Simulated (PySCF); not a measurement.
# CH6B2S: the cost of one run

Programs: PySCF 2.14.0, with density-fitted response routines of our own. Each step states its level of theory. These are calculated values for one molecule in the gas phase, unless marked as measured. Atoms count from 0, in the outputs and in this text.

### Step 1. The molecule as given

10 atoms, charge 0, multiplicity 1; geometry from: PBE0-D3(BJ)/def2-SVP.

Bonds of the start (Å): B0–B1 1.66, B1–S2 1.77, S2–C3 1.82, B0–H4 1.21, B0–H5 1.21, B1–H6 1.21, C3–H7 1.10, C3–H8 1.10, C3–H9 1.10.

### Step 2. Nuclear shieldings: HF/pcSseg-2

What the job is given:

```
{"job": {"kind": "nmr", "xc": "HF", "basis": "pcSseg-2", "pop": false}, "charge": 0, "multiplicity": 1}
B     -1.548383    -0.491612     0.188256
B     -0.755919    -0.024398    -1.198343
S      0.964278     0.359286    -1.321885
C      1.632633     0.133300     0.355323
H     -1.658076    -1.657525     0.502254
H     -2.055666     0.312835     0.940605
H     -1.329098     0.088073    -2.260529
H      1.509619    -0.907153     0.685978
H      2.704102     0.370079     0.322281
H      1.140884     0.812929     1.064714
```

With the program's defaults for keys left out, this is: GIAO HF/pcSseg-2 NMR shielding, non-relativistic, gas phase.

On the command line:

```
OMP_NUM_THREADS=1 python probes_run.py task.json out
```

One launch serves the whole session: the jobs run in the order shown.

**Question.** How long does this first job take on 1 thread of Arm Neoverse V2, shared host, and how much memory does it need?

About 8.3 s, with a peak of 0.92 GiB.
